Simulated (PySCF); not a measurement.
# SnH₂Cl₂: fields and orbitals

For SnH₂Cl₂, the scripts below analyse its density (charges, bond critical points, surface potential), see where an electron leaves and enters and measure its response to a uniform field.

Computed with PySCF 2.14.0. Level: levels as typed in each script, gas phase, geometry from GFN2-xTB.

## (1) Where the work starts

SMILES `Cl[SnH2]Cl`, 5 atoms, charge 0, spin multiplicity 1.

Bond lengths: Cl1–Sn2 2.289 Å, Sn2–Cl3 2.289 Å, Sn2–H4 1.709 Å, Sn2–H5 1.709 Å. Angles: Cl1–Sn2–Cl3 105.1°, Cl1–Sn2–H4 110.3°, Cl1–Sn2–H5 110.3°, Cl3–Sn2–H4 110.3°, Cl3–Sn2–H5 110.3°, H4–Sn2–H5 110.4°.

Coordinates:

| atom | x (Å) | y (Å) | z (Å) |
| --- | --- | --- | --- |
| Cl1 | 1.81807 | 0.86394 | 0.00000 |
| Sn2 | -0.00002 | -0.52740 | 0.00000 |
| Cl3 | -1.81802 | 0.86398 | 0.00000 |
| H4 | 0.00006 | -1.50227 | 1.40310 |
| H5 | -0.00006 | -1.50227 | -1.40310 |

## (2) Density, bond paths and surface potential (B3LYP/def2-svpd)

Input file input.py:

```python
import numpy as np
from pyscf import gto, scf, dft
from pyscf.scf import atom_ks, atom_hf
from scipy.linalg import block_diag

def solve(mol, dm0=None, hcore=None):
    mf = (dft.UKS if mol.spin else dft.RKS)(mol, xc='b3lyp')
    mf.grids.level = 3
    mf = mf.density_fit(auxbasis='def2-universal-jkfit')
    mf.conv_tol, mf.max_cycle = 1e-8, 80
    if hcore is not None:
        mf.get_hcore = lambda *args: hcore
    mf.kernel(dm0)
    if not mf.converged:
        mf = mf.newton().run(mf.mo_coeff, mf.mo_occ, max_cycle=30)
    assert mf.converged, 'SCF not converged'
    return mf

mol = gto.M(atom='''
Cl     1.81807     0.86394     0.00000
Sn    -0.00002    -0.52740     0.00000
Cl    -1.81802     0.86398     0.00000
H      0.00006    -1.50227     1.40310
H     -0.00006    -1.50227    -1.40310
''', basis='def2-svpd', ecp={'Sn': 'def2-svpd'}, charge=0, spin=0, verbose=4)
mf = solve(mol)
mf.analyze()
# spherically averaged free atoms, for the promolecule
atom_ks.AtomSphAverageRKS.init_guess_by_vsap = lambda self, mol=None: self.init_guess_by_minao(mol)  # core potentials
atm = atom_ks.get_atm_nrks(mol, xc='b3lyp')
pro = block_diag(*[(atm[a[0]][2] * atm[a[0]][3]) @ atm[a[0]][2].T for a in mol._atom])
np.savez('result.npz', e=mf.e_tot, c=mf.mo_coeff, occ=mf.mo_occ, eps=mf.mo_energy, pro=pro, dip=mf.dip_moment(verbose=0), s2=mf.spin_square()[0])
```

Started as:

```
$ OMP_NUM_THREADS=1 python input.py
```

## (4) Removing and adding an electron (B3LYP/def2-svpd)

Input file input.py:

```python
import numpy as np
from pyscf import gto, scf, dft
from pyscf.scf import atom_ks, atom_hf
from scipy.linalg import block_diag

def solve(mol, dm0=None, hcore=None):
    mf = (dft.UKS if mol.spin else dft.RKS)(mol, xc='b3lyp')
    mf.grids.level = 3
    mf = mf.density_fit(auxbasis='def2-universal-jkfit')
    mf.conv_tol, mf.max_cycle = 1e-8, 80
    if hcore is not None:
        mf.get_hcore = lambda *args: hcore
    mf.kernel(dm0)
    if not mf.converged:
        mf = mf.newton().run(mf.mo_coeff, mf.mo_occ, max_cycle=30)
    assert mf.converged, 'SCF not converged'
    return mf

mol = gto.M(atom='''
Cl     1.81807     0.86394     0.00000
Sn    -0.00002    -0.52740     0.00000
Cl    -1.81802     0.86398     0.00000
H      0.00006    -1.50227     1.40310
H     -0.00006    -1.50227    -1.40310
''', basis='def2-svpd', ecp={'Sn': 'def2-svpd'}, charge=0, spin=0, verbose=4)
mf = solve(mol)
out = dict(e0=mf.e_tot, dm0=mf.make_rdm1(), c=mf.mo_coeff, occ=mf.mo_occ, eps=mf.mo_energy)
for name, dq, spin in [('cation', 1, 1)]:
    ion = mol.copy().set(charge=mol.charge + dq, spin=spin).build()
    mi = solve(ion)
    if spin and dq > 0 and mol.nao < 130:
        c, _, stable, _ = mi.stability(return_status=True)
        if not stable:
            mi = solve(ion, mi.make_rdm1(c, mi.mo_occ))
    print(name, 'vertical energy change / eV', (mi.e_tot - mf.e_tot) * 27.211386)
    out.update({'e_' + name: mi.e_tot, 'dm_' + name: mi.make_rdm1(), 's2_' + name: mi.spin_square()[0], 'eps_' + name: mi.mo_energy, 'occ_' + name: mi.mo_occ})
# spherically averaged free atoms, for the promolecule
atom_ks.AtomSphAverageRKS.init_guess_by_vsap = lambda self, mol=None: self.init_guess_by_minao(mol)  # core potentials
atm = atom_ks.get_atm_nrks(mol, xc='b3lyp')
pro = block_diag(*[(atm[a[0]][2] * atm[a[0]][3]) @ atm[a[0]][2].T for a in mol._atom])
np.savez('result.npz', pro=pro, **out)
```

## (6) Response to an electric field (B3LYP/def2-svpd)

Changes to input.py since step 4:

```diff
@@ -25,13 +25,10 @@
 ''', basis='def2-svpd', ecp={'Sn': 'def2-svpd'}, charge=0, spin=0, verbose=4)
+field = np.array([0.004, 0.0, 0.0])  # atomic units
+mol.set_common_orig(mol.atom_charges() @ mol.atom_coords() / mol.atom_charges().sum())
 mf = solve(mol)
-out = dict(e0=mf.e_tot, dm0=mf.make_rdm1(), c=mf.mo_coeff, occ=mf.mo_occ, eps=mf.mo_energy)
-for name, dq, spin in [('cation', 1, 1)]:
-    ion = mol.copy().set(charge=mol.charge + dq, spin=spin).build()
-    mi = solve(ion)
-    if spin and dq > 0 and mol.nao < 130:
-        c, _, stable, _ = mi.stability(return_status=True)
-        if not stable:
-            mi = solve(ion, mi.make_rdm1(c, mi.mo_occ))
-    print(name, 'vertical energy change / eV', (mi.e_tot - mf.e_tot) * 27.211386)
-    out.update({'e_' + name: mi.e_tot, 'dm_' + name: mi.make_rdm1(), 's2_' + name: mi.spin_square()[0], 'eps_' + name: mi.mo_energy, 'occ_' + name: mi.mo_occ})
+out = dict(dm0=mf.make_rdm1(), d0=mf.dip_moment(unit='AU'), e0=mf.e_tot)
+for name, sign in (('p', 1), ('m', -1)):
+    h = mf.get_hcore() + sign * np.einsum('x,xij->ij', field, mol.intor('int1e_r'))
+    mi = solve(mol, mf.make_rdm1(), h)
+    out.update({'dm' + name: mi.make_rdm1(), 'd' + name: mi.dip_moment(unit='AU'), 'e' + name: mi.e_tot})
 # spherically averaged free atoms, for the promolecule
```

(Steps that only read results are left out.)

Before running it: what results should come out? Wanted: dipole moment; HOMO, LUMO; vertical ionisation energy; polarisability along the field.

As calculated:

| quantity | value |
| --- | --- |
| dipole moment (B3LYP/def2-svpd) | 2.33 D |
| HOMO, LUMO (B3LYP/def2-svpd) | -8.74, -1.87 eV |
| vertical ionisation energy (B3LYP/def2-svpd) | 10.93 eV |
| polarisability along the field (B3LYP/def2-svpd) | 76.2 bohr³ |

At B3LYP/def2-svpd: The highest Hirshfeld charge is on Sn2 (+0.52 e), the lowest on Cl1 and Cl3 (−0.19 e). The ionisation energy from two SCF runs, 10.93 eV, lies 2.2 eV above −ε(HOMO) = 8.74 eV of the same level, B3LYP/def2-svpd, since self-interaction lifts this functional's HOMO. All values hold at the given geometry, in the gas phase.
